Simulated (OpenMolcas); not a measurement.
# Cr⁴⁺ among point charges: CASSCF and CASPT2 levels and susceptibility

How does a field of 4 point charges split the states of Cr⁴⁺, and what χT follows?

The numbers are computed with OpenMolcas 26.06 (state-averaged CASSCF and CASPT2, spin-orbit coupling by RASSI with atomic mean-field integrals), except any that are marked as measured or tabulated.

## (1) The atom as given

| Item | Value |
| --- | --- |
| Species | Cr⁴⁺ (chromium, Z = 24, 20 electrons) |
| Basis | ANO-RCC-VDZP [5s4p2d1f], 34 functions |
| Scalar Hamiltonian | DKH2, point nucleus |
| Inactive shells | 1s 2s 2p 3s 3p |
| Active space | 2 electrons in 5 orbitals (3d) |
| Some configurations of this space | 3d2 |
| Orbitals | optimised for each spin and parity, averaged over all roots |

Outer shells as boxes (Hund's rule):

3d2
```
3d [↑ ][↑ ][  ][  ][  ]
```

The ion sits among 4 point charges of -2.5 e arranged as a tetrahedron (Td), 2 Å from the ion.

The work runs as a chain of OpenMolcas steps in one folder; each step below is one input file. Labels, J, g values, rates, χT and fits are worked out afterwards by a script from the matrices that RASSI stores.

## (2) One- and two-electron integrals

a.inp reads:

```
&GATEWAY
Coord
1

Cr 0.0 0.0 0.0
Basis=ANO-RCC-VDZP
Group=NoSym
NoMove
AngMom=0.0 0.0 0.0
AMFI
XField
4 Angstrom 0
1.154701 1.154701 1.154701 -2.500000
1.154701 -1.154701 -1.154701 -2.500000
-1.154701 1.154701 -1.154701 -2.500000
-1.154701 -1.154701 1.154701 -2.500000
&SEWARD
```

On the command line:

```
OMP_NUM_THREADS=1 MOLCAS_MEM=1689 MOLCAS_PROJECT=a pymolcas a.inp > a.log
```

## (3) CASSCF: triplets, 10 roots

a.inp reads:

```
&RASSCF
FileOrb=start.orb
Symmetry=1
Spin=3
nActEl=2 0 0
Inactive=9
Ras2=5
CIRoot=10 10 1
SDav=10
CIMx=300
Iter=120 100
PrWF=0.3
OrbListing=Nothing
MaxOrb=0
>>> COPY $Project.JobIph JOB001
```

start.orb holds the contracted functions of the basis, ordered by shell, or the orbitals of the step before.

## (4) Reference wave functions, singlets, 15 roots

a.inp reads:

```
&RASSCF
FileOrb=start.orb
Symmetry=1
Spin=1
nActEl=2 0 0
Inactive=9
Ras2=5
CIRoot=15 15 1
SDav=15
CIMx=300
Iter=120 100
PrWF=0.3
OrbListing=Nothing
MaxOrb=0
>>> COPY $Project.JobIph JOB002
```

## (5) State interaction with spin-orbit coupling

a.inp reads:

```
&RASSI
NrOfJobIphs=2 10 15
1 2 3 4 5 6 7 8 9 10
1 2 3 4 5 6 7 8 9 10 11 12 13 14 15
IphNames
JOB001
JOB002
EJob
SpinOrbit
DIPRint=1.0
SOCoupling=1000.0
Subsets=2
Property=9
'ANGMOM' 1 'ANGMOM' 2 'ANGMOM' 3 'MLTPL  1' 1 'MLTPL  1' 2 'MLTPL  1' 3
'AMFI' 1 'AMFI' 2 'AMFI' 3
SOProperty=3
'ANGMOM' 1 'ANGMOM' 2 'ANGMOM' 3
```

## (6) CASPT2: IPEA 0.25, imaginary shift 0.1 (closed shells correlated: 3s 3p)

a.inp reads:

```
>>> COPY JOB001 $Project.JobIph
&CASPT2
Multistate=10 1 2 3 4 5 6 7 8 9 10
NoMult
Frozen=5
IPEA=0.25
Imaginary=0.1
MaxIter=60
WThr=0.0 0.3 0.05
PrWF=0.5
NoMix
>>> COPY JOB002 $Project.JobIph
&CASPT2
Multistate=15 1 2 3 4 5 6 7 8 9 10 11 12 13 14 15
NoMult
Frozen=5
IPEA=0.25
Imaginary=0.1
MaxIter=60
WThr=0.0 0.3 0.05
PrWF=0.5
NoMix
```

(Steps that only read results are left out.)

Before running it: what results should come out? Wanted: spin-free ground state; first state of the same spin within the active space; lowest level; next level.

**Answer**, as computed:

| quantity | value |
| --- | --- |
| method | SS-CASPT2, IPEA 0.25, imaginary shift 0.1 (closed shells correlated: 3s 3p) |
| spin-free ground state | 3A2, 1-fold in its orbital part |
| first state of the same spin within the active space | 3T2 at 1150 cm⁻¹ |
| lowest level | 3-fold T2 |
| next level | 1182.1 cm⁻¹ |
| χT at 300 K | 0.61 cm³ K/mol |
| effective moment at 300 K | 2.20 μB |

Cost by method:

```csv
method,time of its own steps,time with the reference
A. CASSCF,4.4 s,4.4 s
"B. SS-CASPT2, IPEA 0.25, imaginary shift 0.1, +3s 3p",1.8 s,6.2 s
```

Times are of one thread on a shared host.

**Reading.** The spin-free ground state (3A2) comes to 100 % from free-ion F terms and keeps the highest spin of the shell. χT at 300 K is 0.61, against 1.00 cm³ K/mol for the spin alone, so spin-orbit coupling lowers it. CASPT2 does not keep the components of a term degenerate, and the means are used. The field of point charges can differ much from that of real complexes. Point charges carry no covalency, so the field is a model and not that of real ligands.
